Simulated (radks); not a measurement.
# Kr¹⁸⁺ in [He] 2s2 2p5.5 3s2 3p6 4s0.5: an all-electron calculation

The task here is to estimate one member of a computed series from the others.

Program: radks (a radial shooting solver on a logarithmic mesh, Libxc functionals) version 1. Level of theory: Dirac Kohn-Sham, PBE, spin-unpolarised, spherical densities, finite nucleus; open shells fill j = l - 1/2 first. These are calculated values, not measurements, unless marked.

### The system

* element: krypton (Z = 36)
* charge: +18
* electrons: 18
* configuration: [He] 2s2 2p5.5 3s2 3p6 4s0.5
* nuclear rms radius: 4.1884 fm

The first run:

Settings of this run:

```text
Z 36
configuration [He] 2s2 2p5.5 3s2 3p6 4s0.5
relativity Dirac
functional pbe,pbe
spin unpolarised
j_filling energy
nucleus finite rms 4.1884 fm
c 137.035999084
```

One of the session's tables, all rows but one given; the rest of the session is left out.

It belongs to the step «Shells». From the orbitals of this run (lengths in bohr):

| level | <r> | outermost maximum (interpolated) | 90 % within | nodes |
| --- | --- | --- | --- | --- |
| 1s1/2 | 0.04149 | 0.0271 | 0.0742 | 0 |
| 2s1/2 | 0.1811 | 0.154 | 0.280 | 1 |
| 2p1/2 | 0.1553 | 0.120 | 0.253 | 0 |
| 2p3/2 | 0.1592 | 0.124 | 0.258 | 0 |
| 3s1/2 | 0.4677 | 0.434 | 0.682 | 2 |
| 3p1/2 | ? | ? | ? | ? |
| 3p3/2 | 0.4612 | 0.423 | 0.685 | 1 |
| 4s1/2 | 0.9368 | 0.924 | 1.32 | 3 |

**Question.** Estimate the row for 3p1/2.

As computed: <r>: 0.4547; outermost maximum (interpolated): 0.417; 90 % within: 0.676; nodes: 1. In the column «<r>» it lies between 2s1/2 (0.1811) and 3p3/2 (0.4612).
